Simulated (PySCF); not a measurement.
# C9H14: the cost of one run

Programs: PySCF 2.14.0, with routines of our own; each step states its level. All values are computed. Atoms count from 0.

## (1) The starting structure

23 atoms, charge 0, multiplicity 1; geometry from: GFN2-xTB.

## (2) Relaxing the molecule at PBE0-D3(BJ)/def2-SVP

What the job is given:

```
{"job": {"xc": "PBE0", "basis": "def2-SVP", "d3": "d3bj", "grid": 2, "kind": "geom"}, "charge": 0, "multiplicity": 1}
C      2.679568    -0.128997    -0.763220
C      1.374737     0.146445    -0.076757
C      0.797878     1.340761    -0.128500
C     -0.516480     1.708106     0.494026
C     -1.717395     1.123912    -0.289858
C     -2.300735    -0.081355     0.385480
C     -1.736694    -1.278403     0.439379
C     -0.412837    -1.639038    -0.165013
C      0.766385    -1.033484     0.633027
H      3.436577    -0.410487    -0.030587
H      2.570161    -0.958997    -1.461443
H      3.032420     0.742568    -1.309009
H      1.284597     2.130190    -0.687089
H     -0.599745     2.795680     0.519102
H     -0.560615     1.348582     1.525585
H     -1.383276     0.863190    -1.297642
H     -2.492719     1.885573    -0.383473
H     -3.249566     0.072848     0.883132
H     -2.236449    -2.069651     0.982641
H     -0.364549    -1.277172    -1.195253
H     -0.317231    -2.725469    -0.189199
H      0.406561    -0.733391     1.619863
H      1.534656    -1.794425     0.777825
```

Launch:

```
> OMP_NUM_THREADS=1 python excited_run.py task.json out
```

One launch serves the whole session: the jobs run in the order shown.

**Question.** How long does this first job take on 1 thread of Arm Neoverse V2, shared host, and how much memory does it need?

About 2.5 min, with a peak of 0.92 GiB.
